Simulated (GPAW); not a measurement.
# Cd in GPAW: notebook

Aim: see how the results for Cd move with the level of theory and the settings. Levels: BEEF-vdW, PBE. Tasks: band structure, density of states.

All numbers are computed with GPAW 26.7.0; they aren't measurements. Logs are shortened: lines on timing, memory, paths and dates and some standing lists are left out, and cuts for length are marked. The log counts tension as positive stress, the text compression.

## (1) The cell of the first run

The cell holds a slab with vacuum, 4 atoms: a = 2.979 Å, b = 2.979 Å, c = 23.426 Å, α = 90.00°, β = 90.00°, γ = 120.00°.

## (2) Band structure, BEEF-vdW (the (0 0 1) slab of Cd, cut from the database cell, not relaxed)

run.py reads:

```python
from ase.dft.bandgap import bandgap
from ase.io import read, write
from ase.units import Bohr
from gpaw import GPAW, PW
from gpaw.elf import elf_from_dft_calculation

atoms = read('POSCAR')

calc = GPAW(mode=PW(200),
            xc={'name': 'BEEF-vdW', 'backend': 'libvdwxc'},
            kpts={'size': (8, 8, 1), 'gamma': True},
            occupations={'name': 'fermi-dirac', 'width': 0.05},
            nbands=33,
            convergence={'density': 1e-05, 'energy': 1e-05},
            maxiter=80,
            txt='gpaw.txt')
atoms.calc = calc
energy = atoms.get_potential_energy()
forces = atoms.get_forces()
calc.write('gs.gpw')
write('result.traj', atoms)
print(f'Energy: {energy:.6f} eV')
print('Forces (eV/A):')
print(forces.round(4))
print('Fermi level:', round(calc.get_fermi_level(), 4), 'eV')
print(f'Gap: {bandgap(calc)[0]:.4f} eV, direct: {bandgap(calc, direct=True)[0]:.4f} eV')

# fields on the real-space grid
write('density.cube', atoms, data=calc.get_pseudo_density() * Bohr**3)
write('potential.cube', atoms, data=calc.get_electrostatic_potential())
write('elf.cube', atoms, data=elf_from_dft_calculation(calc).data)

path = atoms.cell.bandpath(pbc=(1, 1, 0), npoints=100, eps=1e-4)
bs_calc = calc.fixed_density(kpts=path, symmetry='off', nbands=61,
                             convergence={'bands': 'CBM+6.0', 'eigenstates': 1e-6}, txt='bands.txt')
bs = bs_calc.band_structure()
bs.write('bs.json')
print(f'Gap on the path: {bandgap(bs_calc)[0]:.4f} eV')
```

POSCAR reads:

```
Cd
1.0
    2.9788725081      0.0000000000      0.0000000000
   -1.4894362541      2.5797792666      0.0000000000
    0.0000000000      0.0000000000     23.4264750000
Cd
4
Direct
    0.6666666667      0.3333333334      0.3201505988
    0.3333333333      0.6666666666      0.4400501996
    0.6666666667      0.3333333334      0.5599498004
    0.3333333333      0.6666666666      0.6798494012
```

Potentials or basis: GPAW PAW data sets (gpaw-data 1.2.1), pw.

On the command line:

```
> OMP_NUM_THREADS=1 python run.py
```

gpaw.txt:

```text
__  _  _
 | _ |_)|_||  |
 |__||  | ||/\| - 26.7.0

Input parameters:
  mode=PW(ecut=200.0),
  convergence={'density': 1e-05, 'energy': 1e-05},
  kpts=MonkhorstPack(size=(8, 8, 1), gamma=True),
  maxiter=80,
  nbands=33,
  occupations=Occupations(name='fermi-dirac', width=0.05),
  xc=XC(name='BEEF-vdW', backend='libvdwxc')

Diagonalizing LCAO Hamiltonian
Converting LCAO to pw mode

        Cd

          Cd

        Cd

          Cd

Atoms  # Å, Bohr magnetons
|   | symbol |         x |        y |         z |    initial magnetic moments |
|---|--------|-----------|----------|-----------|-----------------------------|
| 0 |     Cd |  1.489436 | 0.859926 |  7.500000 | ( 0.0000,  0.0000,  0.0000) |
| 1 |     Cd | -0.000000 | 1.719853 | 10.308825 | ( 0.0000,  0.0000,  0.0000) |
| 2 |     Cd |  1.489436 | 0.859926 | 13.117650 | ( 0.0000,  0.0000,  0.0000) |
| 3 |     Cd | -0.000000 | 1.719853 | 15.926475 | ( 0.0000,  0.0000,  0.0000) |

Unit cell  # Å
| periodic |         x |        y |         z |   lengths |     angles |
|----------|-----------|----------|-----------|-----------|------------|
|      yes |  2.978873 | 0.000000 |  0.000000 |  2.978873 |  90.000000 |
|      yes | -1.489436 | 2.579779 |  0.000000 |  2.978873 |  90.000000 |
|      yes |  0.000000 | 0.000000 | 23.426475 | 23.426475 | 120.000000 |

Number of symmetries: 12
Symmetry operations  # r_c * U_cc + t_c -> r_c
|    | kind |            matrix            |
|----|------|------------------------------|
|  0 |  σ   |  1, 1, 0,  0,-1, 0,  0, 0, 1 |
|  1 |  S6  |  1, 1, 0, -1, 0, 0,  0, 0,-1 |
|  2 |  E   |  1, 0, 0,  0, 1, 0,  0, 0, 1 |
|  3 |  C2  |  1, 0, 0, -1,-1, 0,  0, 0,-1 |
|  4 |  C2  |  0, 1, 0,  1, 0, 0,  0, 0,-1 |
|  5 |  C3  |  0, 1, 0, -1,-1, 0,  0, 0, 1 |
|  6 |  S6  |  0,-1, 0,  1, 1, 0,  0, 0,-1 |
|  7 |  σ   |  0,-1, 0, -1, 0, 0,  0, 0, 1 |
|  8 |  σ   | -1, 0, 0,  1, 1, 0,  0, 0, 1 |
|  9 |  i   | -1, 0, 0,  0,-1, 0,  0, 0,-1 |
| 10 |  C3  | -1,-1, 0,  1, 0, 0,  0, 0, 1 |
| 11 |  C2  | -1,-1, 0,  0, 1, 0,  0, 0,-1 |

BZ-sampling:
  Number of BZ points: 64
  Number of IBZ points: 10

  Monkhorst-Pack size: [8, 8, 1]
  Monkhorst-Pack shift: [0.0625, 0.0625, 0.0]

K-points  # in reciprocal-cell coordinates
|   |                                coordinates |     weight |
|---|--------------------------------------------|------------|
| 0 | (  0.00000000,   0.00000000,   0.00000000) | 0.01562500 |
| 1 | (  0.12500000,   0.00000000,   0.00000000) | 0.09375000 |
| 2 | (  0.25000000,  -0.12500000,   0.00000000) | 0.09375000 |
| 3 | (  0.25000000,   0.00000000,   0.00000000) | 0.09375000 |
| 4 | (  0.37500000,  -0.12500000,   0.00000000) | 0.18750000 |
| 5 | (  0.37500000,   0.00000000,   0.00000000) | 0.09375000 |
| 6 | (  0.37500000,   0.37500000,   0.00000000) | 0.09375000 |
| 7 | (  0.50000000,   0.25000000,   0.00000000) | 0.09375000 |
| 8 | (  0.50000000,   0.37500000,   0.00000000) | 0.18750000 |
| 9 | (  0.50000000,   0.50000000,   0.00000000) | 0.04687500 |

Plane wave coefficients: 1178
Cutoff: 200.0 eV

Spin-components: 1 (collinear spins)
Bands:           33
Projectors:      24
Spin-degeneracy: 2
Datatype:        complex128

Parallelization:
  kpt:    1
  domain: 1
  band:   1

Density:
  Valence electrons: 48.0
  Components: 1
  Grid points: [10 10 80]
  Charge: 0.0  # |e|

Potential:
  Grid points: [10 10 80]

species:
  Cd:
    name:    Cadmium
    Z:       48.0
    valence: 12
    core:    36
    charge:  0.0  # [|e|]
    compensation charges:
      type: gauss
      rc: 0.38  # [Å]
      lmax: 2
    cutoffs:
      filter: 2.12  # [Å]
      core: 2.62  # [Å]
    projectors
    | kind |    occ | energy [eV] | rcut [Å] |
    |------|--------|-------------|----------|
    |   5s |  2.000 |      -5.655 |    1.191 |
    |   5p |  0.000 |      -1.186 |    1.228 |
    |   4d | 10.000 |     -11.739 |    1.164 |
    |    s |        |      21.556 |    1.191 |
    |    p |        |      26.026 |    1.228 |
    |    d |        |      15.473 |    1.164 |

    Using partial waves for Cd as LCAO basis

Reference energy: -608692.473346  # eV

eigensolver:
  PPCG
  Converge bands: occupied
  niter=2

density mixing:
  MSR1-Mixer
  Pratt-step length: 0.05
  Maximum mixing coefficient: 0.75
  Old densities: 10
  SVD Regularization: 0.005
  Good broyden scale: 1.0
  Trust region scale: 1.0
  Backstep threshold: 4.0
  History deletion threshold: 6.0
  Fourier metric: weight=20.0, sigma=0.015

occupation numbers:
  Fermi-Dirac:
    width: 0.0500  # eV

poisson solver:
  ecut: 1600.0  # eV

xc functional:
  name: vdW-BEEF with libvdwxc
  Mode: serial
  Semilocal: BEEVDW with 2 nearest neighbor stencil
  Corresponding non-local functional: vdW-DF2
  Local blocksize: 20 x 20 x 160
  PAW datasets: PBE

convergence criteria:
- Maximum integral of absolute [dens]ity change: 1e-05 electrons / valence electron
- Maximum [total energy] change in last 3 cyles: 1e-05 eV / valence electron
- Maximum integral of absolute [eigenst]ate change: 4e-08 eV^2 / valence electron
maximum number of iterations: 80

SCF iterations
|iter     | |      energy | eigst |  dens |
|---------|-|-------------|-------|-------|
|iter:   1| | -600.080780 | -1.15 |       |
|iter:   2| | -600.101420 | -2.39 | -1.48 |
|iter:   3| | -600.361993 | -2.53 | -1.50 |
|iter:   4| | -601.469758 | -1.87 | -1.80 |
|iter:   5| | -600.166842 | -2.12 | -1.39 |
|iter:   6| | -600.146988 | -3.57 | -2.29 |
|iter:   7| | -600.145857 | -4.46 | -2.74 |
|iter:   8| | -600.145774 | -5.33 | -3.22 |
|iter:   9| | -600.145804c| -6.46 | -3.59 |
|iter:  10| | -600.145811c| -7.23 | -4.17 |
|iter:  11| | -600.145810c| -7.67c| -4.83 |
|iter:  12| | -600.145809c| -8.14c| -5.21c|

Converged in 12 steps
Energy contributions relative to reference atoms: (reference = -608692.473346)

Energy contributions:
  Kinetic:         109.168713
  Coulomb:         -95.494613
  Zero:              2.137213
  External:          0.000000
  Xc:             -615.946582
  Entropy:          -0.021080
  Spinorbit:         0.000000
  ----------------------------
  Free energy:    -600.156349
  Extrapolated:   -600.145809

dipole moment: (-0.000014, -0.000024, -0.000220)  # |e|*Ang

Fermi level: 1.574
Eigenvalues  # (at kpt = [0.000, 0.000, 0.000])
| band index |      eig [eV] | occ [0-2] |
|------------|---------------|-----------|
|          0 |        -8.488 |     2.000 |
|        ... |               |           |
|         17 |        -7.284 |     2.000 |
|         18 |        -7.216 |     2.000 |
|         19 |        -7.216 |     2.000 |
|         20 |        -6.954 |     2.000 |
|         21 |        -6.129 |     2.000 |
|         22 |        -4.679 |     2.000 |
[... 8 lines left out ...]
|         31 |         9.599 |     0.000 |
|         32 |        17.156 |     0.000 |

No gap
No difference between direct/indirect transitions

Forces  # eV/Ang
|        x |        y |        z |
|----------|----------|----------|
|  0.00000 |  0.00000 | -0.21576 |  # Cd   0
|  0.00000 | -0.00000 |  0.14936 |  # Cd   1
|  0.00000 |  0.00000 | -0.14936 |  # Cd   2
| -0.00000 | -0.00000 |  0.21576 |  # Cd   3

# Writing to gs.gpw (mode='')
```

stdout:

```text
Energy: -600.145809 eV
Forces (eV/A):
[[ 0.      0.     -0.2158]
 [ 0.     -0.      0.1494]
 [ 0.      0.     -0.1494]
 [-0.     -0.      0.2158]]
Fermi level: 1.5739 eV
Gap: 0.0000 eV, direct: 0.0000 eV
Gap on the path: 0.0000 eV
```

bands.txt:

```text
Diagonalizing LCAO Hamiltonian
Converting LCAO to pw mode
convergence criteria:
- Maximum integral of absolute [eigenst]ate change: 1e-06 eV^2 / valence electron
maximum number of iterations: 80

SCF iterations
|iter     | |      energy | eigst |  dens |
|---------|-|-------------|-------|-------|
[... 107 lines left out ...]
         [0.05426357, 0.05426357, 0.        ],
         [0.04651163, 0.04651163, 0.        ],
         [0.03875969, 0.03875969, 0.        ],
         [0.03100775, 0.03100775, 0.        ],
         [0.02325581, 0.02325581, 0.        ],
         [0.01550388, 0.01550388, 0.        ],
         [0.00775194, 0.00775194, 0.        ],
         [0.        , 0.        , 0.        ]])),
  maxiter=80,
  nbands=61,
  occupations=Occupations(name='fermi-dirac', width=0.05),
  symmetry=Symmetry(point_group=False, time_reversal=False),
  xc=XC(name='BEEF-vdW', backend='libvdwxc')
```

Run time: 92 s. Hardware: 1 thread of Arm Neoverse V1, shared host; peak memory 0.3 GiB.

These settings aren't checked as converged: the numbers below hold their error.

Results:

```
Free energy             : -600.1563 eV
Largest force           : 0.216 eV/Å
Band gap along the path : none (metal or under the smearing width)
```

Caveat: the PAW data sets were made with another functional, which shifts forces and pressure a little.

## (3) Density of states, PBE (the (0 0 1) slab of Cd, cut from the database cell, not relaxed)

run.py reads:

```python
import numpy as np
from ase import Atoms
from ase.dft.bandgap import bandgap
from ase.io import write
from gpaw import GPAW

atoms = Atoms(['Cd', 'Cd', 'Cd', 'Cd'],
              cell=[[2.9788725081, 0, 0.0],
                    [-1.4894362541, 2.5797792666, 0.0],
                    [0.0, 0.0, 23.426475]],
              scaled_positions=[[0.6666666667, 0.3333333334, 0.3201505988],
                                [0.3333333333, 0.6666666666, 0.4400501996],
                                [0.6666666667, 0.3333333334, 0.5599498004],
                                [0.3333333333, 0.6666666666, 0.6798494012]],
              pbc=True)
atoms.pbc = (True, True, False)

calc = GPAW(mode='lcao',
            h=0.16,
            basis='dzp',
            xc='PBE',
            kpts={'size': (10, 10, 1), 'gamma': True},
            occupations={'name': 'fermi-dirac', 'width': 0.05},
            convergence={'density': 1e-05, 'energy': 1e-05},
            maxiter=150,
            poissonsolver={'dipolelayer': 'xy'},
            txt='gpaw.txt')
atoms.calc = calc
energy = atoms.get_potential_energy()
forces = atoms.get_forces()
calc.write('gs.gpw')
write('result.traj', atoms)
print(f'Energy: {energy:.6f} eV')
print('Forces (eV/A):')
print(forces.round(4))
print('Fermi level:', round(calc.get_fermi_level(), 4), 'eV')
print(f'Gap: {bandgap(calc)[0]:.4f} eV, direct: {bandgap(calc, direct=True)[0]:.4f} eV')

dense = calc.fixed_density(kpts={'size': (15, 15, 1), 'gamma': True}, update_fermi_level=True, txt='dos.txt')
ef = dense.get_fermi_level()
dos = dense.dos(shift_fermi_level=False)
energies = np.linspace(ef - 14, ef + 6, 401)
spins = [None]
columns = [energies] + [dos.raw_dos(energies, spin=s, width=0.05) for s in spins]
for symbol, l in [('Cd', 0), ('Cd', 1), ('Cd', 2)]:
    for s in spins:
        columns.append(sum(dos.raw_pdos(energies, a=a.index, l=l, spin=s, width=0.05)
                           for a in atoms if a.symbol == symbol))
np.savetxt('dos.dat', np.array(columns).T, fmt='%.4f')
print('Fermi level on the dense mesh:', round(ef, 4), 'eV')
```

Potentials or basis: GPAW PAW data sets (gpaw-data 1.2.1), lcao:dzp.

On the command line:

```
> OMP_NUM_THREADS=1 python run.py
```

gpaw.txt:

```text
__  _  _
 | _ |_)|_||  |
 |__||  | ||/\| - 26.7.0

Input parameters:
  mode=LCAO(),
  basis={'default': 'dzp'},
  convergence={'density': 1e-05, 'energy': 1e-05},
  h=0.16,
  kpts=MonkhorstPack(size=(10, 10, 1), gamma=True),
  maxiter=150,
  occupations=Occupations(name='fermi-dirac', width=0.05),
  poissonsolver=PoissonSolver(dipolelayer='xy'),
  xc=XC(name='PBE')

        Cd

          Cd

        Cd

          Cd

Atoms  # Å, Bohr magnetons
|   | symbol |         x |        y |         z |    initial magnetic moments |
|---|--------|-----------|----------|-----------|-----------------------------|
| 0 |     Cd |  1.489436 | 0.859926 |  7.500000 | ( 0.0000,  0.0000,  0.0000) |
| 1 |     Cd | -0.000000 | 1.719853 | 10.308825 | ( 0.0000,  0.0000,  0.0000) |
| 2 |     Cd |  1.489436 | 0.859926 | 13.117650 | ( 0.0000,  0.0000,  0.0000) |
| 3 |     Cd | -0.000000 | 1.719853 | 15.926475 | ( 0.0000,  0.0000,  0.0000) |

[... 301 lines left out ...]
|iter:   5| |   -1.936365 |      c| -1.50 |
|iter:   6| |   -1.939224 |      c| -2.09 |
|iter:   7| |   -1.933413 |      c| -2.50 |
|iter:   8| |   -1.933057 |      c| -3.16 |
|iter:   9| |   -1.933029c|      c| -3.64 |
|iter:  10| |   -1.933027c|      c| -4.19 |
|iter:  11| |   -1.933027c|      c| -5.63c|

Converged in 11 steps
Energy contributions relative to reference atoms: (reference = -608692.473346)

Energy contributions:
  Kinetic:          -8.993440
  Coulomb:          15.386410
  Zero:              0.127127
  External:          0.000000
  Xc:               -8.446789
  Entropy:          -0.012671
  Spinorbit:         0.000000
  ----------------------------
  Free energy:      -1.939362
  Extrapolated:     -1.933027

dipole moment: (-0.000000, -0.000000, -0.000000)  # |e|*Ang

Fermi level: -3.712
Eigenvalues  # (at kpt = [0.000, 0.000, 0.000])
| band index |      eig [eV] | occ [0-2] |
|------------|---------------|-----------|
|          0 |       -13.551 |     2.000 |
|        ... |               |           |
|         17 |       -12.181 |     2.000 |
|         18 |       -12.181 |     2.000 |
|         19 |       -12.162 |     2.000 |
|         20 |       -12.161 |     2.000 |
|         21 |       -11.382 |     2.000 |
|         22 |        -9.969 |     2.000 |
[... 8 lines left out ...]
|         31 |        11.635 |     0.000 |
|         32 |        11.636 |     0.000 |

No gap
No difference between direct/indirect transitions
vacuum-level: 0.000  # V
Workfunctions: 3.712, 3.712 eV (top, bottom)

Forces  # eV/Ang
|        x |        y |        z |
|----------|----------|----------|
| -0.00000 |  0.00000 |  0.13773 |  # Cd   0
|  0.00000 |  0.00000 |  0.00074 |  # Cd   1
|  0.00000 |  0.00000 | -0.00074 |  # Cd   2
| -0.00000 | -0.00000 | -0.13773 |  # Cd   3

# Writing to gs.gpw (mode='')
```

dos.txt:

```text
convergence criteria:
- Maximum integral of absolute [eigenst]ate change: 4e-08 eV^2 / valence electron
maximum number of iterations: 150

SCF iterations
|iter     | |      energy | eigst |  dens |
|---------|-|-------------|-------|-------|
|iter:   1| |             |      c|       |
SCF steps: 1
  __  _  _
 | _ |_)|_||  |
 |__||  | ||/\| - 26.7.0

Input parameters:
  mode=LCAO(),
  basis={'default': 'dzp'},
  convergence={'density': 1e-05, 'energy': 1e-05},
  gpts=array([ 16,  16, 148]),
  kpts=MonkhorstPack(size=(15, 15, 1), gamma=True),
  maxiter=150,
  occupations=Occupations(name='fermi-dirac', width=0.05),
  poissonsolver=PoissonSolver(dipolelayer='xy'),
  xc=XC(name='PBE')
```

Run time: 4.5 min. Hardware: 1 thread of Arm Neoverse V1, shared host; peak memory 0.36 GiB.

What came out:

```
Free energy                          : -1.9394 eV
Largest force                        : 0.138 eV/Å
Band gap on the k mesh               : none (metal or under the smearing width)
Density of states at the Fermi level : 0.24 states/eV per cell
```

Forces on the atoms (eV/Å):
```
Cd   0.000  0.000  0.138
Cd   0.000  0.000  0.001
Cd   0.000  0.000 -0.001
Cd   0.000  0.000 -0.138
```

States per cell in windows of 0.5 eV (zero at the Fermi level; states under -8 eV left out):
```tsv
from (eV)	total
-8.0	0.82
-7.5	0.19
-7.0	0.32
-6.5	0.26
-6.0	0.42
-5.5	0.45
-5.0	0.45
-4.5	0.32
-4.0	0.68
-3.5	0.49
-3.0	0.59
-2.5	0.64
-2.0	0.60
-1.5	0.68
-1.0	0.66
-0.5	1.00
0.0	0.07
0.5	1.09
1.0	0.78
1.5	0.81
2.0	0.73
2.5	1.11
3.0	0.97
3.5	1.02
4.0	1.04
4.5	1.11
5.0	0.93
5.5	1.11
```

Caveat: the real-space grid adds noise to forces; the basis of atomic orbitals isn't converged, which shifts pressures, moduli and gaps.
